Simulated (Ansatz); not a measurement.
Write a Python script for the Ansatz DFT code, driven from Python that makes energies of removing a hydrogen of CH₅OSb, SMILES [CH3][SbH][OH]. Use (for the species named): PBE0, def2-SVPD basis, multiplicity 1, D3BJ dispersion.

```xyz
8

C    -0.6969    0.8751   -0.3106
Sb    0.8455    0.0813    0.8754
O     0.0904   -1.7889    0.6228
H    -0.4219    1.9781   -0.5932
H    -1.6895    0.8938    0.2387
H    -0.8664    0.3371   -1.2499
H     1.9192   -0.0689   -0.5294
H     0.9119   -2.3648    0.8905
```

`ch5osb_bde.py`:
```python
# -*- coding: utf-8 -*-
"""Cost of removing each kind of hydrogen from CH5OSb, fragments frozen."""

import ansatz as az


def single_point(molecule, charge=0, unpaired=0):
    calc = (
        molecule.calculation()
        .basis(gaussian="def2-SVPD")
        .functional("PBE0", dispersion="d3bj")
    )
    if charge:
        calc = calc.charge(charge)
    if unpaired:
        calc = calc.spin("collinear", total=unpaired)
    return calc.run().report["free_energy_ev"]

def without(molecule, index):
    rest = az.Crystal.molecule()
    for i, site in enumerate(molecule.cartesian_sites):
        if i != index:
            rest = rest.atom(site.symbol, site.position_ang)
    return rest

geometry_ang = [
    ("C", (-0.6969, 0.8751, -0.3106)),
    ("Sb", (0.8455, 0.0813, 0.8754)),
    ("O", (0.0904, -1.7889, 0.6228)),
    ("H", (-0.4219, 1.9781, -0.5932)),
    ("H", (-1.6895, 0.8938, 0.2387)),
    ("H", (-0.8664, 0.3371, -1.2499)),
    ("H", (1.9192, -0.0689, -0.5294)),
    ("H", (0.9119, -2.3648, 0.8905)),
]
system = az.Crystal.molecule()
for symbol, xyz in geometry_ang:
    system = system.atom(symbol, xyz)

whole = single_point(system, 0)
hydrogen = single_point(az.Crystal.molecule().atom("H", (0, 0, 0)), 0, 1)
print(f"E(molecule) = {whole:.5f} eV, E(H) = {hydrogen:.5f} eV")
for index in [5, 6, 7]:
    radical = single_point(without(system, index), 0, 1)
    print(f"H{index}: homolysis {96.485332 * (radical + hydrogen - whole):.1f} kJ/mol")
```

```console
$ python ch5osb_bde.py
E(molecule) = -9697.24364 eV, E(H) = -13.61361 eV
H5: homolysis 469.4 kJ/mol
H6: homolysis 267.8 kJ/mol
H7: homolysis 458.6 kJ/mol
```

Notes:
- Total energies depend on the basis set; only differences at equal settings carry meaning.
- The geometry is a force-field or estimated start, not a minimum of this method, and the basis set is short of its limit. All parts are taken at fixed geometry, without zero-point energy.
- def2 sets replace the cores of elements past krypton by effective core potentials.
- The spin-orbit lowering of heavy atoms is left out.
- It ran for 28 s on 1 thread of Arm Neoverse V2, with other jobs on the host, peak memory 0.42 GiB.
